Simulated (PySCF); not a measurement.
# C₆H₆O₂S: a tour of settings

Which settings matter for C₆H₆O₂S (`CC(=O)Oc1cccs1`)?

Programs: PySCF 2.14.0, with density-fitted response routines of our own. Each step states its level of theory. These are calculated values for one molecule in the gas phase, unless marked as measured. Atoms count from 0, in the outputs and in this text.

## 1. Starting geometry

15 atoms, charge 0, multiplicity 1; geometry from: GFN2-xTB.

Bonds of the start (Å): C0–C1 1.50, C1–O2 1.20, C1–O3 1.35, O3–C4 1.37, C4–C5 1.36, C5–C6 1.41, C6–C7 1.35, C7–S8 1.72, S8–C4 1.74, C0–H9 1.09, C0–H10 1.09, C0–H11 1.09, C5–H12 1.07, C6–H13 1.07, C7–H14 1.07.

## 2. NMR shieldings: PBE0/pcSseg-1

What the job is given:

```
{"job": {"kind": "nmr", "xc": "PBE0", "basis": "pcSseg-1"}, "charge": 0, "multiplicity": 1}
C     -3.050071     0.364736     0.499504
C     -1.718193     0.113099    -0.152794
O     -1.538561    -0.124163    -1.314345
O     -0.742349     0.194581     0.776085
C      0.579888     0.009431     0.480114
C      1.227895    -0.272472    -0.680704
C      2.626249    -0.372090    -0.489013
C      3.006014    -0.167123     0.794762
S      1.666084     0.157359     1.827902
H     -3.216228    -0.372667     1.281516
H     -3.836591     0.301029    -0.245813
H     -3.050041     1.350547     0.958937
H      0.734648    -0.402491    -1.624996
H      3.313769    -0.588575    -1.286170
H      3.993072    -0.183211     1.210656
```

With the program's defaults for keys left out, this is: GIAO PBE0/pcSseg-1 NMR shielding, non-relativistic, gas phase.

Started as:

```console
$ OMP_NUM_THREADS=1 python probes_run.py task.json out
```

This one command runs all jobs of the session in turn.

Output:

```text
coarse grid: 14032 points
cycle   1  E = -780.0074946543  dE =  1.852e+00  |g| = 9.115e-01  |ddm| = 3.838e+00
cycle   2  E = -779.5895888722  dE =  4.179e-01  |g| = 1.722e+00  |ddm| = 1.820e+00
cycle   3  E = -780.1554657463  dE = -5.659e-01  |g| = 2.961e-01  |ddm| = 1.393e+00
cycle   4  E = -780.1713234575  dE = -1.586e-02  |g| = 8.362e-02  |ddm| = 2.668e-01
cycle   5  E = -780.1723778998  dE = -1.054e-03  |g| = 2.564e-02  |ddm| = 6.174e-02
cycle   6  E = -780.1725126163  dE = -1.347e-04  |g| = 7.339e-03  |ddm| = 2.243e-02
cycle   7  E = -780.1725239998  dE = -1.138e-05  |g| = 3.233e-03  |ddm| = 9.027e-03
cycle   8  E = -780.1725265102  dE = -2.510e-06  |g| = 5.751e-04  |ddm| = 3.208e-03
final grid: 133648 points
cycle   9  E = -780.2495100263  dE = -2.059e-05  |g| = 1.378e-02  |ddm| = 3.533e-02
cycle  10  E = -780.2494545141  dE =  5.551e-05  |g| = 2.150e-02  |ddm| = 2.586e-02
cycle  11  E = -780.2495473541  dE = -9.284e-05  |g| = 1.901e-03  |ddm| = 1.717e-02
cycle  12  E = -780.2495480588  dE = -7.047e-07  |g| = 3.880e-04  |ddm| = 1.502e-03
cycle  13  E = -780.2495480826  dE = -2.377e-08  |g| = 1.737e-04  |ddm| = 4.191e-04
cycle  14  E = -780.2495480879  dE = -5.304e-09  |g| = 6.154e-05  |ddm| = 1.659e-04
cycle  15  E = -780.2495480887  dE = -7.992e-10  |g| = 1.976e-05  |ddm| = 6.267e-05
converged SCF energy = -780.2495480887

GIAO shielding tensors (ppm)
atom      isotropic    diamagn.    paramagn.     s11        s22        s33       span
  0 C      162.652     248.667     -86.015    138.767    155.449    193.740     54.973
  1 C       15.017     249.553    -234.536    -93.840     65.234     73.657    167.497
  2 O     -127.945     404.787    -532.732   -432.637   -224.193    272.994    705.630
  3 O      100.241     404.263    -304.022    -81.206    151.273    230.657    311.864
  4 C       21.900     253.143    -231.243    -45.279     35.477     75.501    120.780
  5 C       68.824     253.636    -184.812      4.932     44.284    157.255    152.323
  6 C       56.839     253.508    -196.669    -27.207     46.668    151.055    178.262
  7 C       65.399     263.906    -198.507    -28.168     76.685    147.679    175.847
  8 S      303.181    1056.646    -753.464    189.157    336.609    383.777    194.620
  9 H       29.311      28.023       1.288     25.480     28.598     33.855      8.376
 10 H       29.735      26.665       3.070     25.383     28.210     35.612     10.229
 11 H       29.311      28.083       1.228     25.476     28.599     33.858      8.382
 12 H       23.659      33.396      -9.737     17.833     25.546     27.597      9.764
 13 H       24.745      30.204      -5.459     21.633     24.650     27.954      6.321
 14 H       25.104      30.447      -5.343     21.910     25.363     28.037      6.127
```

Run time: 30 s. Hardware: 1 thread of Arm Neoverse V1, shared host; peak memory 0.92 GiB.

Shifts follow as δ = σ(reference) − σ, with reference shieldings (ppm) from runs at the same level and on the same kind of geometry: 1H TMS 31.72, 13C TMS 186.9, 17O H2O 336.1, 33S CS2 504. The references are single molecules in the gas phase, so shifts against H2O, NH3, PH3, H3PO4 or CFCl3 are not on the usual liquid scales and can be off by tens of ppm. Atoms listed in one row are averaged.

```
       atoms                                         environment  σ (ppm)  δ (ppm)  δ scaled to CDCl3
          C1                               ester carbonyl carbon     15.0    171.9              165.9
          C4                      aromatic carbon bearing oxygen     21.9    165.0              154.7
          C6                                         aromatic CH     56.8    130.1              125.0
          C7                 aromatic CH next to the ring sulfur     65.4    121.5              112.3
          C5                                         aromatic CH     68.8    118.1              113.4
          C0                       methyl carbon α to a carbonyl    162.7     24.3               21.8
         H12                          hydrogen on an aromatic CH    23.66     8.06               7.70
         H13                          hydrogen on an aromatic CH    24.75     6.97               6.68
         H14  hydrogen on an aromatic CH next to the ring sulfur    25.10     6.61               6.34
H9, H10, H11         hydrogen on a methyl carbon α to a carbonyl    29.45     2.26               2.24
          O2                               ester carbonyl oxygen   -127.9    464.0                  –
          O3                                 ester alkoxy oxygen    100.2    235.8                  –
          S8                                aromatic ring sulfur      303      201                  –
```

The scaled column applies a straight-line fit of computed shieldings to shifts measured in CDCl3, with any fitted terms for Cl, Br or S neighbours (root-mean-square error 0.16 ppm for H, 1.9 ppm for C).

The run also stored atomic charges by several schemes (e):

```
atoms  Mulliken    IAO  Hirshfeld  ESP fit
   C0     -0.24  -0.47      -0.12    -0.62
   C1      0.39   0.53       0.23     0.82
   O2     -0.39  -0.44      -0.23    -0.54
   O3     -0.45  -0.30      -0.09    -0.31
   C4     -0.01   0.03       0.04     0.11
   C5     -0.05  -0.22      -0.09    -0.12
   C6     -0.04  -0.17      -0.07    -0.31
   C7     -0.28  -0.33      -0.09    -0.23
   S8      0.27   0.33       0.09     0.04
```

Mayer bond orders: C0–C1 1.02, C1–O2 1.99, C1–O3 1.01, O3–C4 0.94, C4–C5 1.56, C5–C6 1.23, C6–C7 1.60, C7–S8 1.14, S8–C4 1.15.

Ring of atoms C4, C5, C6, C7, S8: NICS(0) -13.3, NICS(1) -10.5, NICS(1)zz -23.9 ppm (means of both faces).

## 3. Excited states and response: PBE0/def2-SVPD

Same as in step 2 but for these lines:

```diff
@@ -1,2 +1,2 @@
-{"job": {"kind": "nmr", "xc": "PBE0", "basis": "pcSseg-1"}, "charge": 0, "multiplicity": 1}
+{"job": {"kind": "uv", "xc": "PBE0", "basis": "def2-SVPD", "nstates": 6, "ntriplets": 2}, "charge": 0, "multiplicity": 1}
 C     -3.050071     0.364736     0.499504
```

Method: TDDFT PBE0/def2-SVPD, vertical, gas phase, core orbitals frozen in the response.

Output:

```text
coarse grid: 14032 points
cycle   1  E = -779.6689229189  dE =  1.774e+00  |g| = 8.777e-01  |ddm| = 8.150e+00
cycle   2  E = -779.2546314233  dE =  4.143e-01  |g| = 1.685e+00  |ddm| = 4.032e+00
cycle   3  E = -779.8136120177  dE = -5.590e-01  |g| = 2.797e-01  |ddm| = 3.004e+00
cycle   4  E = -779.8283402248  dE = -1.473e-02  |g| = 7.917e-02  |ddm| = 3.894e-01
cycle   5  E = -779.8293432707  dE = -1.003e-03  |g| = 2.557e-02  |ddm| = 1.122e-01
cycle   6  E = -779.8294836833  dE = -1.404e-04  |g| = 7.316e-03  |ddm| = 5.814e-02
cycle   7  E = -779.8294958840  dE = -1.220e-05  |g| = 3.018e-03  |ddm| = 2.348e-02
cycle   8  E = -779.8294981734  dE = -2.289e-06  |g| = 5.147e-04  |ddm| = 8.076e-03
final grid: 133648 points
cycle   9  E = -779.9321178860  dE = -2.241e-05  |g| = 1.295e-02  |ddm| = 1.994e-01
cycle  10  E = -779.9320632191  dE =  5.467e-05  |g| = 2.040e-02  |ddm| = 5.971e-02
cycle  11  E = -779.9321538110  dE = -9.059e-05  |g| = 1.794e-03  |ddm| = 4.672e-02
cycle  12  E = -779.9321545012  dE = -6.902e-07  |g| = 3.572e-04  |ddm| = 3.781e-03
cycle  13  E = -779.9321545240  dE = -2.283e-08  |g| = 1.451e-04  |ddm| = 1.308e-03
cycle  14  E = -779.9321545276  dE = -3.634e-09  |g| = 5.941e-05  |ddm| = 2.957e-04
cycle  15  E = -779.9321545283  dE = -7.071e-10  |g| = 2.140e-05  |ddm| = 1.554e-04
converged SCF energy = -779.9321545283

Static polarisability (au): isotropic 94.335, principal 60.349 98.926 123.729

Singlet excitations
state   eV       nm        f      main configurations
  1   5.1737    239.6   0.24452   H->L 0.96
  2   5.5586    223.0   0.00155   H->L+2 0.93
  3   5.6826    218.2   0.00114   H-2->L 0.74, H-2->L+1 0.25
  4   5.7878    214.2   0.04468   H-1->L 0.76, H->L+1 0.14
  5   6.0796    203.9   0.01974   H->L+1 0.81, H-1->L 0.13
  6   6.1726    200.9   0.00008   H-1->L+2 0.88

Triplet excitations (Tamm-Dancoff, eV): 3.5791 4.6628
```

It took 50 s on 1 thread of Arm Neoverse V1, shared host; peak memory 0.94 GiB.

The orbitals next to the gap, with their largest atomic shares:

```
orbital      eV                      atoms
 HOMO−3  -10.02  O2 33 %, O3 22 %, C7 10 %
 HOMO−2   -8.39    O2 64 %, O3 9 %, C0 9 %
 HOMO−1   -7.48  S8 44 %, C5 20 %, C6 16 %
   HOMO   -6.69  C7 26 %, C4 21 %, C6 14 %
   LUMO   -0.78  C1 15 %, S8 15 %, C7 14 %
 LUMO+1    0.19  C1 21 %, O2 18 %, C6 10 %
 LUMO+2    0.23    S8 59 %, C4 9 %, C7 8 %
```

With each of the 6 states as a Gaussian band of 0.4 eV half-width at 1/e, the curve within the window shown has maxima at 239 nm (ε 10,000) L/(mol cm). Beyond the last state computed it falls off for lack of states. The curve at chosen wavelengths:

(nm, ε (L/mol/cm)): (192, 404), (195, 687), (198, 1051), (201, 1469), (205, 2038), (208, 2436), (211, 2809), (214, 3207), (217, 3707), (220, 4392), (224, 5656), (227, 6811), (230, 8003), (233, 9058), (236, 9802), (239, 10115), (243, 9795), (246, 9063), (249, 8030), (252, 6830), (255, 5591), (258, 4416), (262, 3064), (265, 2248), (268, 1604), (271, 1116)

Further results of this job:

```
           property  computed
  dipole moment (D)      1.31
polarisability (Å³)     13.98
 HOMO–LUMO gap (eV)      5.91
      −ε(HOMO) (eV)      6.69
```

## 4. Shielding tensors: wB97X-D/6-31++G**

Same as in step 3 but for these lines:

```diff
@@ -1,2 +1,2 @@
-{"job": {"kind": "uv", "xc": "PBE0", "basis": "def2-SVPD", "nstates": 6, "ntriplets": 2}, "charge": 0, "multiplicity": 1}
+{"job": {"kind": "nmr", "xc": "wB97X-D", "basis": "6-31++G**", "pop": false}, "charge": 0, "multiplicity": 1}
 C     -3.050071     0.364736     0.499504
```

With the program's defaults for keys left out, this is: GIAO wB97X-D/6-31++G** NMR shielding, non-relativistic, gas phase.

Output:

```text
coarse grid: 14032 points
cycle   1  E = -780.6441910693  dE =  2.165e+00  |g| = 9.194e-01  |ddm| = 5.681e+00
cycle   2  E = -780.5125127758  dE =  1.317e-01  |g| = 1.304e+00  |ddm| = 3.836e+00
cycle   3  E = -780.8219527750  dE = -3.094e-01  |g| = 1.603e-01  |ddm| = 1.891e+00
cycle   4  E = -780.8261443767  dE = -4.192e-03  |g| = 6.890e-02  |ddm| = 7.463e-01
cycle   5  E = -780.8270476648  dE = -9.033e-04  |g| = 1.304e-02  |ddm| = 1.668e-01
cycle   6  E = -780.8270896127  dE = -4.195e-05  |g| = 5.177e-03  |ddm| = 4.124e-02
cycle   7  E = -780.8270970641  dE = -7.451e-06  |g| = 1.621e-03  |ddm| = 1.898e-02
final grid: 133648 points
cycle   8  E = -780.7371218594  dE = -1.317e-04  |g| = 6.168e-03  |ddm| = 3.516e-01
cycle   9  E = -780.7371241410  dE = -2.282e-06  |g| = 5.947e-03  |ddm| = 5.956e-02
cycle  10  E = -780.7371334642  dE = -9.323e-06  |g| = 9.394e-04  |ddm| = 1.494e-02
cycle  11  E = -780.7371336355  dE = -1.713e-07  |g| = 5.824e-04  |ddm| = 6.433e-03
cycle  12  E = -780.7371337138  dE = -7.834e-08  |g| = 1.673e-04  |ddm| = 1.504e-03
cycle  13  E = -780.7371337197  dE = -5.839e-09  |g| = 4.275e-05  |ddm| = 3.705e-04
cycle  14  E = -780.7371337204  dE = -7.194e-10  |g| = 1.980e-05  |ddm| = 1.982e-04
converged SCF energy = -780.7371337204

GIAO shielding tensors (ppm)
atom      isotropic    diamagn.    paramagn.     s11        s22        s33       span
  0 C      175.323     242.388     -67.064    152.515    168.568    204.887     52.372
  1 C       35.814     255.019    -219.205    -60.170     82.617     84.993    145.163
  2 O      -69.410     401.918    -471.328   -349.332   -156.003    297.105    646.437
  3 O      133.750     422.623    -288.873    -32.801    184.721    249.330    282.132
  4 C       40.506     253.532    -213.027    -23.565     51.986     93.096    116.661
  5 C       88.901     263.558    -174.657     30.923     66.231    169.550    138.628
  6 C       78.150     249.940    -171.789      0.933     69.051    164.466    163.533
  7 C       83.533     274.283    -190.750     -3.665     91.877    162.388    166.053
  8 S      361.754    1057.970    -696.216    262.749    409.971    412.541    149.791
  9 H       29.624      27.229       2.395     25.888     28.975     34.009      8.121
 10 H       29.962      27.855       2.107     25.602     28.592     35.692     10.090
 11 H       29.625      27.268       2.357     25.885     28.979     34.011      8.126
 12 H       23.871      32.177      -8.307     18.023     25.578     28.011      9.988
 13 H       24.902      26.093      -1.191     21.721     24.948     28.037      6.316
 14 H       25.158      29.124      -3.966     22.115     25.740     27.620      5.505
```

Run time: 41 s. Hardware: 1 thread of Arm Neoverse V1, shared host; peak memory 0.91 GiB.

This run: δ C1 163.0, C4 158.3, C6 120.7, C7 115.3, H12 8.10, H13 7.07 ppm.

[end of part 1 of 2]
